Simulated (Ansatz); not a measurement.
Here is an Ansatz input file for C3H7BS, SMILES BC(S)C=C. Write the same calculation for the Python package.

```yaml
crystal:
  periodic: [false, false, false]
  atoms:
    - { symbol: B, position_ang: [-0.6387, 1.2401, 0.5703] }
    - { symbol: C, position_ang: [0.1127, -0.096, 0.5733] }
    - { symbol: S, position_ang: [1.5303, 0.0769, 1.6528] }
    - { symbol: C, position_ang: [0.6421, -0.4511, -0.8175] }
    - { symbol: C, position_ang: [-0.2703, -1.0091, -1.7204] }
    - { symbol: H, position_ang: [-1.1375, 1.7302, 1.5615] }
    - { symbol: H, position_ang: [-0.8251, 1.8836, -0.4451] }
    - { symbol: H, position_ang: [-0.4987, -0.8772, 0.975] }
    - { symbol: H, position_ang: [0.7835, 0.1725, 2.8768] }
    - { symbol: H, position_ang: [1.601, -0.2856, -1.0867] }
    - { symbol: H, position_ang: [0.069, -1.2569, -2.6761] }
    - { symbol: H, position_ang: [-1.2913, -1.1826, -1.4298] }
basis:
  gaussian:
    orbitals: cc-pVDZ
hamiltonian:
  xc: pbe0
output:
  forces: true
accuracy: medium
scf:
  lower_state_search: standard
```

`deck_c3h7bs.py`:
```python
# -*- coding: utf-8 -*-
"""C3H7BS through the session interface."""

import ansatz as az
import numpy as np


def main():
    deck = {
        "crystal": {
            "periodic": [False, False, False],
            "atoms": [
                {"symbol": "B", "position_ang": [-0.6387, 1.2401, 0.5703]},
                {"symbol": "C", "position_ang": [0.1127, -0.096, 0.5733]},
                {"symbol": "S", "position_ang": [1.5303, 0.0769, 1.6528]},
                {"symbol": "C", "position_ang": [0.6421, -0.4511, -0.8175]},
                {"symbol": "C", "position_ang": [-0.2703, -1.0091, -1.7204]},
                {"symbol": "H", "position_ang": [-1.1375, 1.7302, 1.5615]},
                {"symbol": "H", "position_ang": [-0.8251, 1.8836, -0.4451]},
                {"symbol": "H", "position_ang": [-0.4987, -0.8772, 0.975]},
                {"symbol": "H", "position_ang": [0.7835, 0.1725, 2.8768]},
                {"symbol": "H", "position_ang": [1.601, -0.2856, -1.0867]},
                {"symbol": "H", "position_ang": [0.069, -1.2569, -2.6761]},
                {"symbol": "H", "position_ang": [-1.2913, -1.1826, -1.4298]},
            ],
        },
        "basis": {"gaussian": {"orbitals": "cc-pVDZ"}},
        "hamiltonian": {"xc": "pbe0"},
        "output": {"forces": True},
        "accuracy": "medium",
        "scf": {"lower_state_search": "standard"},
    }
    session = az.Session.from_dict(deck)
    summary = session.plan(threads=1).execute().report

    for key in ("converged", "free_energy_ev", "reference_energy_ev", "n_frozen", "n_occupied", "n_virtual"):
        print(f"{key:22s} {summary[key]}")
    symbols = ["B", "C", "S", "C", "C", "H", "H", "H", "H", "H", "H", "H"]
    field = summary["mean_field"]
    print("<S^2> =", round(abs(field["state"]["spin_squared"]), 4), " all-electron relativity setting:", field["relativity"])
    print("passes:", field["passes"])
    if "symmetry" in field:
        print("occupied orbitals by irrep:", field["symmetry"]["occupied"])

    forces = np.array(summary["forces_ev_ang"])
    print("largest force", round(float(np.linalg.norm(forces, axis=1).max()), 4), "eV/A, rms", round(float(np.sqrt((forces ** 2).mean())), 4))
    charges = summary["charge_distribution"]
    dipole = np.array(charges["dipole_moment_e_ang"]) * 4.803205
    print("dipole (D): {:.3f} {:.3f} {:.3f}, length {:.3f}".format(*dipole, np.linalg.norm(dipole)))
    print("atom  Mulliken   Lowdin")
    for symbol, m, l in zip(symbols, charges["mulliken_charges_e"], charges["lowdin_charges_e"]):
        print(f"{symbol:4s} {m:9.3f} {l:8.3f}")


if __name__ == "__main__":
    main()
```

Output of `python deck_c3h7bs.py`:
```text
converged              True
free_energy_ev         -14726.08827011974
reference_energy_ev    -14726.08827011974
n_frozen               0
n_occupied             [23, 23]
n_virtual              [86, 86]
<S^2> = 0.0  all-electron relativity setting: none
passes: {'evaluations': 15, 'products': 13}
occupied orbitals by irrep: [{'A': 23}, {'A': 23}]
largest force 7.3459 eV/A, rms 1.7649
dipole (D): -0.825 -0.732 0.203, length 1.121
atom  Mulliken   Lowdin
B        0.069   -0.200
C       -0.151   -0.172
S       -0.089    0.315
C       -0.039    0.001
C       -0.011    0.026
H       -0.022   -0.005
H       -0.004    0.002
H        0.075    0.031
H        0.110    0.010
H       -0.001   -0.012
H        0.034   -0.005
H        0.031    0.009
```

Notes:
- The settings weren't tested for convergence.
- The geometry is a force-field or estimated start, not a minimum of this method, and the basis set is short of its limit.
- The Löwdin charges here are taken after orthogonalising the functions within each atom; they differ from plain Löwdin charges, and their signs can be unphysical.
- It ran for 5.8 s on 1 thread of Arm Neoverse V1, on a shared host, peak memory 0.26 GiB.

(A comment or docstring line of the script was reworded after the run, the code is as it ran; lines on the test bed's own set-up are left out of the output.)
